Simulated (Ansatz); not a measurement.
# Be (fcc type): the cost of one run

Method: DFT LDA, with the methods named in each step, in Ansatz 0.2.0.

This is Be in the fcc structure; at room conditions it is hcp.

1 further run of the same task is left out (it didn't finish). Runs told in other sessions of the task aren't counted.

## (1) The system as given

Symmetry: Fm-3m, No. 225, cubic system. Conventional cell: a = 3.107 Å, b = 3.107 Å, c = 3.107 Å, α = 90.00°, β = 90.00°, γ = 90.00°. Around Be (site symmetry m-3m) lie 12 Be at 2.20 Å.

As a file:

```cif
data_structure
_symmetry_space_group_name_H-M 'P 1'
_symmetry_Int_Tables_number 1
_cell_length_a 2.1967
_cell_length_b 2.1967
_cell_length_c 2.1967
_cell_angle_alpha 60.000
_cell_angle_beta 60.000
_cell_angle_gamma 60.000
_cell_volume 7.50
loop_
_atom_site_label
_atom_site_type_symbol
_atom_site_fract_x
_atom_site_fract_y
_atom_site_fract_z
_atom_site_occupancy
Be1 Be 0.00000 0.00000 0.00000 1
```

Whether this phase is the stable one at these pressures isn't tested.

## (2) The reference volume, LAPW

Input file input.yaml:

```yaml
crystal:
  lattice:
    - [0.0, 1.5533224679, 1.5533224679]
    - [1.5533224679, 0.0, 1.5533224679]
    - [1.5533224679, 1.5533224679, 0.0]
  atoms:
    - { symbol: Be, position: [0.0, 0.0, 0.0] }
kpoints:
  mp_grid: { grid: [21, 21, 21] }
  band_path:
    path:
      - [0.0, 0.0, 0.0]
      - [0.5, 0.0, 0.5]
      - [0.625, 0.25, 0.625]
      - [0.375, 0.375, 0.75]
      - [0.0, 0.0, 0.0]
      - [0.5, 0.5, 0.5]
      - [0.5, 0.25, 0.75]
      - [0.5, 0.0, 0.5]
    npoints: 14
scf:
  occupations: { method: fermi_dirac, width: 0.05 }
hamiltonian:
  xc: lda
  pseudopotentials: { kind: all_electron, lapw: { basis_error: 0.001 } }
output:
  forces: true
  stress: true
  eigenvalues: true
  populations: true
  dos: { projected: true, de: 0.2, e_range: [-14, 8] }
```

Run with:

```
ansatz run input.yaml --threads 1 --pin off --max-ram 2048MiB --backend cpu --events-out ev --progress --plain --runs-dir out
```

What time and memory should one allow on 1 thread of Arm Neoverse V1, shared host?

About 4.8 s, with a peak of 0.21 GiB.
